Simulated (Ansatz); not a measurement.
# C₂H₆GeO: ionisation energy by level of theory

How much energy removes an electron from C₂H₆GeO at fixed geometry? The cation is run at each level and the neutral's energy taken from earlier runs.

Method: unrestricted cation, the program's frozen cores in correlated methods; program: Ansatz 0.2.0, Gaussian basis.

Levels to be run: UKS PBE-D4/def2-TZVPP; UKS r2SCAN-D4/def2-TZVPP; UKS PBE0-D4/def2-TZVPP; UKS B3LYP-D4/def2-TZVPP; UKS wB97X-V/def2-TZVPP; UKS wB97M-V/def2-TZVPP; UKS B2PLYP/def2-TZVPP; UHF-CCSD(T)/def2-TZVPP; UHF-MP2/def2-QZVPP; extrapolation to the limit; then −ε(HOMO) from the neutral's earlier runs with LDA (SPW92), PBE-D4, revPBE-D4, BLYP-D4, r2SCAN-D4, B97M-V, PBE0-D4, B3LYP-D4, r2SCANh-D4, r2SCAN0-D4, HSE06-D4, BHLYP-D4, CAM-B3LYP-D4, LC-ωPBE, ωB97X-V, ωB97M-V.

## (1) Structure used throughout

All runs share one geometry, relaxed beforehand with PBE0-D4 in a triple-zeta def2 set.

SMILES `C=C[O][GeH3]`, 10 atoms, charge 0, spin multiplicity 1.

Atoms are counted from 1 here; the program's logs count them from 0.

Bond lengths: C1–C2 1.326 Å, C1–H5 1.081 Å, C1–H6 1.083 Å, C2–O3 1.350 Å, C2–H7 1.092 Å, O3–Ge4 1.792 Å, Ge4–H8 1.537 Å, Ge4–H9 1.538 Å, Ge4–H10 1.529 Å. Angles: C2–C1–H5 119.6°, C2–C1–H6 121.4°, H5–C1–H6 119.0°, C1–C2–O3 123.1°, C1–C2–H7 120.7°, O3–C2–H7 116.1°, C2–O3–Ge4 120.4°, O3–Ge4–H8 108.7°, O3–Ge4–H9 107.7°, O3–Ge4–H10 104.2°, H8–Ge4–H9 110.8°, H8–Ge4–H10 112.3°, H9–Ge4–H10 112.9°.

As a file:

```mol
C2H6GeO
  3D, bonds by distance, orders not assigned

 10  9  0  0  0  0  0  0  0  0999 V2000
    1.8852    0.2231    0.9642 C   0  0
    0.6238    0.3095    0.5647 C   0  0
    0.2214   -0.0164   -0.6821 O   0  0
   -1.5067   -0.3499   -1.0195 Ge  0  0
    2.1514    0.5320    1.9654 H   0  0
    2.6619   -0.1414    0.3037 H   0  0
   -0.1509    0.6814    1.2386 H   0  0
   -1.8453   -1.7585   -0.5066 H   0  0
   -2.3393    0.7143   -0.2844 H   0  0
   -1.6183   -0.2451   -2.5409 H   0  0
  1  2  8  0
  2  3  8  0
  3  4  8  0
  1  5  8  0
  1  6  8  0
  2  7  8  0
  4  8  8  0
  4  9  8  0
  4 10  8  0
M  END
```

## (2) Cation, UKS PBE-D4/def2-TZVPP

in.yaml

```yaml
crystal:
  periodic: [false, false, false]
  atoms:
    - {symbol: C, position_ang: [1.885160, 0.223070, 0.964223]}
    - {symbol: C, position_ang: [0.623767, 0.309537, 0.564734]}
    - {symbol: O, position_ang: [0.221406, -0.016378, -0.682100]}
    - {symbol: Ge, position_ang: [-1.506718, -0.349897, -1.019549]}
    - {symbol: H, position_ang: [2.151409, 0.532007, 1.965352]}
    - {symbol: H, position_ang: [2.661948, -0.141423, 0.303670]}
    - {symbol: H, position_ang: [-0.150883, 0.681402, 1.238564]}
    - {symbol: H, position_ang: [-1.845341, -1.758499, -0.506632]}
    - {symbol: H, position_ang: [-2.339317, 0.714320, -0.284407]}
    - {symbol: H, position_ang: [-1.618333, -0.245138, -2.540857]}
basis:
  gaussian: {orbitals: def2-TZVPP}
total_charge: 1
magnetization: {spin_polarized: true, initial_magnetization: 1}
hamiltonian: {xc: pbe, dispersion: d4}
```

Started as:

```
$ ansatz run in.yaml --threads 2 --pin off --events-out ev --progress --plain --max-ram 32768MiB --backend cpu
```

After this run come: Cation, UKS r2SCAN-D4/def2-TZVPP; Cation, UKS PBE0-D4/def2-TZVPP; Cation, UKS B3LYP-D4/def2-TZVPP; Cation, UKS wB97X-V/def2-TZVPP; Cation, UKS wB97M-V/def2-TZVPP; Cation, UKS B2PLYP (frozen core)/def2-TZVPP; Cation, UHF-CCSD(T)/def2-TZVPP; Cation, UHF-MP2/def2-QZVPP.

Q: Predict the results of all the runs planned. Wanted: ionisation energy, CCSD(T)/CBS; nearest functional by difference; nearest −ε(HOMO); −ε(HOMO) of PBE; T1 of the cation.

The runs gave:

```
                        quantity                value
  ionisation energy, CCSD(T)/CBS              9.04 eV
nearest functional by difference  B3LYP-D4 (-0.22 eV)
                nearest −ε(HOMO)   ωB97X-V (-0.12 eV)
                 −ε(HOMO) of PBE              5.44 eV
                T1 of the cation                0.019
```

**Reading.** By cation minus neutral, the functionals miss by 0.38 eV at most. −ε(HOMO) of PBE misses by 3.6 eV, since self-interaction lifts the level. Among orbital estimates ωB97X-V comes nearest. Hartree-Fock falls 1.37 eV short, as the neutral has more correlation energy than the cation. Correlated methods include outer-core shells of Ge, which these sets cover unevenly. With outer-core shells in play the reference is unsure by up to some tenths of an eV, so close misses can't be ranked.
